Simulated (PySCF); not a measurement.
**BrH₇NSi₂−: fields and orbitals**

For BrH₇NSi₂−, the scripts below find what binds its two fragments and analyse its density (charges, bond critical points, surface potential).

Method: levels as typed in each script, gas phase, geometry from start geometry of a pair search; program: PySCF 2.14.0.

## (1) Where the work starts

11 atoms, charge -1, spin multiplicity 1.

Bond lengths: Br1–Si2 2.507 Å, Si2–N3 1.819 Å, Si2–H5 1.460 Å, Si2–H6 1.471 Å, Si2–H7 1.469 Å, N3–Si4 1.689 Å, N3–H8 1.007 Å, Si4–H9 1.468 Å, Si4–H10 1.478 Å, Si4–H11 1.483 Å. Angles: Br1–Si2–N3 176.4°, Br1–Si2–H5 85.7°, Br1–Si2–H6 85.9°, Br1–Si2–H7 84.8°, N3–Si2–H5 93.5°, N3–Si2–H6 97.6°, N3–Si2–H7 92.8°, H5–Si2–H6 118.3°, H5–Si2–H7 122.8°, H6–Si2–H7 117.0°, Si2–N3–Si4 127.4°, Si2–N3–H8 113.1°, Si4–N3–H8 115.2°, N3–Si4–H9 109.7°, N3–Si4–H10 108.2°, N3–Si4–H11 116.6°, H9–Si4–H10 109.3°, H9–Si4–H11 106.6° and more.

Geometry (Å):

```
atom    x (Å)    y (Å)    z (Å)
 Br1  -2.2216   0.1286  -0.0009
 Si2   0.2449  -0.3210   0.0093
  N3   2.0204  -0.7058  -0.0789
 Si4   3.3105   0.3812   0.0072
  H5   0.3236   0.6974  -1.0335
  H6   0.2117   0.1183   1.4130
  H7  -0.1436  -1.7109  -0.2638
  H8   2.2346  -1.6488   0.2010
  H9   3.1700   1.3989  -1.0419
 H10   4.5637  -0.3724  -0.2078
 H11   3.4784   1.1131   1.2861
```

## (2) Binding of the two fragments (TPSS/def2-svpd)

input.py

```python
import numpy as np
from pyscf import gto, scf, dft
from pyscf.scf import atom_ks, atom_hf
from scipy.linalg import block_diag
from pyscf.dispersion import dftd3

def solve(mol, dm0=None, hcore=None):
    mf = (dft.UKS if mol.spin else dft.RKS)(mol, xc='tpss')
    mf.grids.level = 3
    mf = mf.density_fit(auxbasis='def2-universal-jkfit')
    mf.conv_tol, mf.max_cycle = 1e-8, 80
    if hcore is not None:
        mf.get_hcore = lambda *args: hcore
    mf.kernel(dm0)
    if not mf.converged:
        mf = mf.newton().run(mf.mo_coeff, mf.mo_occ, max_cycle=30)
    assert mf.converged, 'SCF not converged'
    return mf

mol = gto.M(atom='''
Br    -2.22161     0.12864    -0.00094
Si     0.24489    -0.32099     0.00933
N      2.02036    -0.70580    -0.07885
Si     3.31049     0.38117     0.00724
H      0.32362     0.69738    -1.03351
H      0.21167     0.11833     1.41298
H     -0.14365    -1.71094    -0.26381
H      2.23458    -1.64879     0.20098
H      3.17005     1.39886    -1.04195
H      4.56368    -0.37240    -0.20778
H      3.47839     1.11313     1.28615
''', basis='def2-svpd', charge=-1, spin=0, verbose=4)
mol_a = gto.M(atom='''
Br    -2.22161     0.12864    -0.00094
ghost-Si     0.24489    -0.32099     0.00933
ghost-N      2.02036    -0.70580    -0.07885
ghost-Si     3.31049     0.38117     0.00724
ghost-H      0.32362     0.69738    -1.03351
ghost-H      0.21167     0.11833     1.41298
ghost-H     -0.14365    -1.71094    -0.26381
ghost-H      2.23458    -1.64879     0.20098
ghost-H      3.17005     1.39886    -1.04195
ghost-H      4.56368    -0.37240    -0.20778
ghost-H      3.47839     1.11313     1.28615
''', basis='def2-svpd', charge=-1, spin=0, verbose=4)
mol_b = gto.M(atom='''
ghost-Br    -2.22161     0.12864    -0.00094
Si     0.24489    -0.32099     0.00933
N      2.02036    -0.70580    -0.07885
Si     3.31049     0.38117     0.00724
H      0.32362     0.69738    -1.03351
H      0.21167     0.11833     1.41298
H     -0.14365    -1.71094    -0.26381
H      2.23458    -1.64879     0.20098
H      3.17005     1.39886    -1.04195
H      4.56368    -0.37240    -0.20778
H      3.47839     1.11313     1.28615
''', basis='def2-svpd', charge=0, spin=0, verbose=4)
ab, a, b = solve(mol), solve(mol_a), solve(mol_b)
e_int = ab.e_tot - a.e_tot - b.e_tot
print('counterpoise-corrected interaction energy / kcal/mol', e_int * 627.5095)
def disp(atoms, charge):
    m = gto.M(atom=atoms, charge=charge, basis='sto-3g', spin=None, unit='Bohr', verbose=0)
    return dftd3.DFTD3Dispersion(m, xc='tpss', version='d3bj').get_dispersion()['energy']
e_disp = disp(mol._atom, mol.charge) - disp(mol._atom[:1], mol_a.charge) - disp(mol._atom[1:], mol_b.charge)
print('D3(BJ) part / kcal/mol', e_disp * 627.5095)
# spherically averaged free atoms, for the promolecule
atm = atom_ks.get_atm_nrks(mol, xc='tpss')
pro = block_diag(*[(atm[a[0]][2] * atm[a[0]][3]) @ atm[a[0]][2].T for a in mol._atom])
np.savez('result.npz', e_int=e_int, e_disp=e_disp, dm_a=a.make_rdm1(), dm_b=b.make_rdm1(), c=ab.mo_coeff, occ=ab.mo_occ, eps=ab.mo_energy, pro=pro, d=[f.dip_moment(verbose=0) for f in (ab, a, b)])
```

Launch:

```console
$ OMP_NUM_THREADS=1 python input.py
```

## (4) Density, bond paths and surface potential (TPSS/def2-svpd)

input.py

```python
import numpy as np
from pyscf import gto, scf, dft
from pyscf.scf import atom_ks, atom_hf
from scipy.linalg import block_diag

def solve(mol, dm0=None, hcore=None):
    mf = (dft.UKS if mol.spin else dft.RKS)(mol, xc='tpss')
    mf.grids.level = 3
    mf = mf.density_fit(auxbasis='def2-universal-jkfit')
    mf.conv_tol, mf.max_cycle = 1e-8, 80
    if hcore is not None:
        mf.get_hcore = lambda *args: hcore
    mf.kernel(dm0)
    if not mf.converged:
        mf = mf.newton().run(mf.mo_coeff, mf.mo_occ, max_cycle=30)
    assert mf.converged, 'SCF not converged'
    return mf

mol = gto.M(atom='''
Br    -2.22161     0.12864    -0.00094
Si     0.24489    -0.32099     0.00933
N      2.02036    -0.70580    -0.07885
Si     3.31049     0.38117     0.00724
H      0.32362     0.69738    -1.03351
H      0.21167     0.11833     1.41298
H     -0.14365    -1.71094    -0.26381
H      2.23458    -1.64879     0.20098
H      3.17005     1.39886    -1.04195
H      4.56368    -0.37240    -0.20778
H      3.47839     1.11313     1.28615
''', basis='def2-svpd', charge=-1, spin=0, verbose=4)
mf = solve(mol)
mf.analyze()
# spherically averaged free atoms, for the promolecule
atm = atom_ks.get_atm_nrks(mol, xc='tpss')
pro = block_diag(*[(atm[a[0]][2] * atm[a[0]][3]) @ atm[a[0]][2].T for a in mol._atom])
np.savez('result.npz', e=mf.e_tot, c=mf.mo_coeff, occ=mf.mo_occ, eps=mf.mo_energy, pro=pro, dip=mf.dip_moment(verbose=0), s2=mf.spin_square()[0])
```

(Steps that only read results are left out.)

Before running it: what results should come out? Wanted: interaction energy, counterpoise; dipole moment; HOMO, LUMO.

**Answer**, as computed:

| quantity | value |
| --- | --- |
| interaction energy, counterpoise (TPSS/def2-svpd) | -19.6 kcal/mol |
| dipole moment (TPSS/def2-svpd) | 2.74 D |
| HOMO, LUMO (TPSS/def2-svpd) | -1.25, 3.21 eV |

In words: The counterpoise-corrected interaction energy of the frozen fragments is −19.6 kcal/mol without dispersion correction and −21.6 kcal/mol with D3(BJ). At TPSS/def2-svpd: The highest Hirshfeld charge is on Si4 (+0.28 e), the lowest on Br1 (−0.52 e). The geometry was not optimised at these levels.
